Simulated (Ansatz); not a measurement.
# UB2GP-PLYP/MIDI (sfX2C) run of CH4BFOS (SMILES COB(F)S)

Aim: the energy change on altering one bond length of CH4BFOS at UB2GP-PLYP/MIDI (sfX2C), from 2 runs. 

The results are computed with Ansatz 0.2.0.

2 further runs of the same task are left out: 2 set aside as unsound or not needed.

**1. The molecule**

The species is CH4BFOS (9 atoms), meant as a singlet with charge 0. As SMILES, `COB(F)S`. The shape is that of a PBE0-D4/def2-TZVP optimisation. This is one conformer, not always the lowest.

Bond lengths: C1–O2 1.409 Å, O2–B3 1.344 Å, B3–F4 1.328 Å, B3–S5 1.819 Å, C1–H6 1.094 Å, C1–H7 1.089 Å, C1–H8 1.094 Å, S5–H9 1.341 Å. Some angles: C1–O2–B3 124.6°, O2–B3–F4 116.9°, O2–B3–S5 127.6°, F4–B3–S5 115.6°, O2–C1–H6 111.2°, O2–C1–H7 107.5°, O2–C1–H8 111.2°, B3–S5–H9 96.9°, H6–C1–H7 108.8°, H6–C1–H8 109.4°.

**2. The energy at UB2GP-PLYP/MIDI (sfX2C)**

in.yaml reads:

```yaml
basis:
  gaussian:
    orbitals: MIDI.json
crystal:
  periodic: [false, false, false]
  atoms:
    - {symbol: C, position_ang: [0.905400, -0.203000, 0.761200]}
    - {symbol: O, position_ang: [0.392000, -0.802100, -0.406000]}
    - {symbol: B, position_ang: [-0.675300, -0.354100, -1.088100]}
    - {symbol: F, position_ang: [-1.026800, -1.039500, -2.170000]}
    - {symbol: S, position_ang: [-1.708500, 1.093100, -0.705400]}
    - {symbol: H, position_ang: [1.235400, 0.821700, 0.566800]}
    - {symbol: H, position_ang: [1.763400, -0.792500, 1.081600]}
    - {symbol: H, position_ang: [0.161700, -0.199500, 1.563500]}
    - {symbol: H, position_ang: [-1.047200, 1.475800, 0.396600]}
magnetization:
  spin_polarized: true
  initial_magnetization: 0
hamiltonian:
  xc: {name: B2GP-PLYP}
  pseudopotentials: {relativity: scalar}
accuracy: high
output: {orbitals: {seedname: orbitals}}
```

The basis set MIDI is read from a file made from the Basis Set Exchange's data (not shown).

Launch:

```sh
$ ansatz run in.yaml --threads 1 --pin off --max-ram 2610MiB --events-out events.jsonl --progress --plain --runs-dir runs
```

Standard output:

```text
Warning: RAYON_NUM_THREADS=1 ignored (pool sized by the plan → 1); use --threads N
Functional definition: B2GP-PLYP
  name "B2GP-PLYP"
  parameter a = 0.65
  parameter c = 0.36
  exchange = (1 - a)*b88_x + a*exact_x
  correlation = (1 - c)*lyp_c + c*(mp2_os + mp2_ss)
1475 factors; integrals over basis functions are off by at most 6.9e-9 eV
mean field evaluation 1: about -17295.4879 eV, gradient 2.2e1 eV
mean field evaluation 2: about -17295.5273 eV, gradient 2.2e1 eV
mean field evaluation 4: about -17297.5484 eV, gradient 1.5e0 eV
mean field evaluation 8: about -17297.5605 eV, gradient 4.1e-2 eV
mean field evaluation 16: about -17297.5605 eV, gradient 4.8e-6 eV
mean field -17297.56050878 eV, -635.6736239901 hartree, gradient 3.6e-8 eV, S^2 0.000000; 0 other end points of the search recorded, 0 dependent functions left out
9 core orbitals not correlated: weight in the atoms' cores, before any rotation towards them, 0.999 or more for the frozen orbitals, at most 0.000 for the correlated occupied ones
reference -17297.56052539 eV, -635.6736246005 hartree; 15, 15 occupied and 33, 33 virtual orbitals, 1475 factors
second order -13.30875773 eV of doubles, -0.00000000 eV of singles
Total energy: -17302.35167817 eV, -635.8496962177 hartree
Relativity: scalar
```

Run time: 3.9 s. Hardware: 1 thread of AMD EPYC 9R45 (Zen 5), shared host.

**3. The distorted shape**

in.yaml reads:

```yaml
basis:
  gaussian:
    orbitals: MIDI.json
crystal:
  periodic: [false, false, false]
  atoms:
    - {symbol: C, position_ang: [0.674399, -0.920294, 0.897281]}
    - {symbol: O, position_ang: [0.160999, -1.519394, -0.269919]}
    - {symbol: B, position_ang: [-0.906301, -1.071394, -0.952019]}
    - {symbol: F, position_ang: [-1.257801, -1.756794, -2.033919]}
    - {symbol: S, position_ang: [-1.939501, 0.375806, -0.569319]}
    - {symbol: H, position_ang: [1.235400, 0.821700, 0.566800]}
    - {symbol: H, position_ang: [1.532399, -1.509794, 1.217681]}
    - {symbol: H, position_ang: [-0.069301, -0.916794, 1.699581]}
    - {symbol: H, position_ang: [-1.278201, 0.758506, 0.532681]}
magnetization:
  spin_polarized: true
  initial_magnetization: 0
hamiltonian:
  xc: {name: B2GP-PLYP}
  pseudopotentials: {relativity: scalar}
accuracy: high
output: {orbitals: {seedname: orbitals}}
```

The basis set MIDI is read from a file made from the Basis Set Exchange's data (not shown).

Launch:

```sh
$ ansatz run in.yaml --threads 1 --pin off --max-ram 2610MiB --events-out events.jsonl --progress --plain --runs-dir runs
```

Standard output:

```text
Warning: RAYON_NUM_THREADS=1 ignored (pool sized by the plan → 1); use --threads N
[... 6 set-up lines as earlier in the session ...]
1483 factors; integrals over basis functions are off by at most 7.7e-9 eV
mean field evaluation 1: about -17292.4709 eV, gradient 2.2e1 eV
mean field evaluation 2: about -17292.5155 eV, gradient 2.2e1 eV
mean field evaluation 4: about -17294.4695 eV, gradient 1.5e0 eV
mean field evaluation 8: about -17294.4840 eV, gradient 4.4e-2 eV
mean field evaluation 16: about -17294.4840 eV, gradient 5.2e-6 eV
mean field evaluation 32: about -17294.3414 eV, gradient 3.9e0 eV
mean field -17294.51573617 eV, -635.5617306604 hartree, gradient 9.5e-8 eV, S^2 0.182774; 3 other end points of the search recorded, 0 dependent functions left out
9 core orbitals not correlated: weight in the atoms' cores, before any rotation towards them, 0.999 or more for the frozen orbitals, at most 0.000 for the correlated occupied ones
reference -17294.51575301 eV, -635.5617312794 hartree; 15, 15 occupied and 33, 33 virtual orbitals, 1483 factors
second order -13.67286932 eV of doubles, -0.00000000 eV of singles
Total energy: -17299.43798597 eV, -635.7426200041 hartree
Relativity: scalar
```

It took 9.3 s on 1 thread of AMD EPYC 9R45 (Zen 5), shared host.

**4. Summary of results**

Level: UB2GP-PLYP/MIDI (sfX2C), 9 core orbitals frozen.

| quantity | value |
| --- | --- |
| first shape: total energy | -635.84970 Eh |
| first shape: HOMO energy (SCF part's orbitals) | -9.76 eV |
| first shape: LUMO energy (SCF part's orbitals) | 2.93 eV |
| first shape: HOMO–LUMO gap (SCF part's orbitals) | 12.68 eV |
| distorted shape: total energy | -635.74262 Eh |
| distorted shape: HOMO energy (SCF part's orbitals) | -9.75 eV |
| distorted shape: LUMO energy (SCF part's orbitals) | 0.29 eV |
| distorted shape: HOMO–LUMO gap (SCF part's orbitals) | 10.04 eV |
| distorted shape: ⟨S²⟩ | 0.183 |
| energy change with the C1–H6 bond stretched from 1.094 to 1.860 Å | 2.914 eV |

With the C1–H6 bond stretched from 1.094 to 1.860 Å the energy rises by 2.91 eV (67 kcal/mol). The first shape isn't relaxed at this level, so the change isn't measured from a minimum. ⟨S²⟩ (distorted shape) is 0.18 where a pure singlet has 0.00: the reference is spin-contaminated.
